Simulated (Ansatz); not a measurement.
## MoI under changes of volume

One of the cells (32.123 Å³/atom); the others are scaled copies at fixed shape and fractional positions:

```
Mo I
1.0
     0.00000    3.17885    3.17885
     3.17885    0.00000    3.17885
     3.17885    3.17885    0.00000
Mo I
1 1
Direct
  0.00000 0.00000 0.00000
  0.75000 0.75000 0.75000
```

The cell was built by a generator and needn't be a form met in nature.

* Program: Ansatz 0.2.0
* Functional: PBE
* Potentials or basis: all-electron LAPW, scalar-relativistic
* Cutoff: 270 eV (chosen from the basis error)
* Basis error allowed: 0.0005 eV/atom
* k mesh: 7 × 7 × 7
* Occupations: fermi-dirac, width 0.05 eV
* Spin: no spin polarisation

| volume (Å³/atom) | energy over the lowest point (meV/atom) | pressure (GPa) |
| --- | --- | --- |
| 30.195 | 0.00 | -4.6 |
| 30.838 | 20.68 | -5.6 |
| 31.480 | 45.39 | -6.6 |
| 32.123 | ? | ? |
| 32.765 | 104.71 | -8.1 |
| 33.408 | 138.39 | -8.6 |
| 34.050 | 174.22 | -9.1 |

Q: What does the run at 32.123 Å³/atom give?

A: Energy over the lowest point 73.56 meV/atom; pressure -7.4 GPa.

Worked out: A Birch-Murnaghan fit of order 3 (a polynomial in V^(-2/3)) to the other rows has no minimum within the range. It gives 73.58 meV/atom at 32.123 Å³/atom, against the run's 73.56, and -dE/dV = -7.4 GPa, against -7.4.

Energies are extrapolated to zero smearing.

Caveats: an odd number of electrons without spin polarisation forces a metal; a magnetic or distorted state may lie lower.
